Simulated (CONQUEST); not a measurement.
# Ga3Se under changes of volume

One of the cells (21.771 Å³/atom); the others are scaled copies at fixed shape and fractional positions:

```
Se Ga
1.0
     4.43246    0.00000    0.00000
     0.00000    4.43246    0.00000
     0.00000    0.00000    4.43246
Se Ga
1 3
Direct
  0.00000 0.00000 0.00000
  0.00000 0.50000 0.50000
  0.50000 0.00000 0.50000
  0.50000 0.50000 0.00000
```

The cell comes from a database or a generator and needn't be the stable form of this composition.

```yaml
Program: CONQUEST 1.3
Functional: PBEsol
Potentials_or_basis: PseudoDojo NC PBEsol, DZP, grid of 48 × 48 × 48 points
k_mesh: 6 × 6 × 6
Occupations: fermi-dirac, width 0.05 eV
Spin: no spin polarisation
```

```tsv
volume (Å³/atom)	energy over the lowest point (meV/atom)	pressure (GPa)
20.465	0.00	-0.2
20.900	1.78	-0.9
21.335	5.54	-2.0
21.771	12.06	-2.7
22.206	20.19	-3.2
22.642	?	?
23.077	41.68	-4.6
```

Question: What does the run at 22.642 Å³/atom give?

Answer: Energy over the lowest point 29.66 meV/atom; pressure -4.0 GPa.

Worked out: A Birch-Murnaghan fit of order 3 (a polynomial in V^(-2/3)) to the other rows has its minimum at 20.42 Å³/atom, just outside them, with B0 = V·E''(V) = 48 GPa and B' = 4.3. It gives 30.17 meV/atom at 22.642 Å³/atom, against the run's 29.66, and -dE/dV = -4.0 GPa, against -4.0.

Energies are extrapolated to zero smearing.

Caveats: the basis of atomic orbitals isn't converged, which shifts pressures, moduli and gaps.
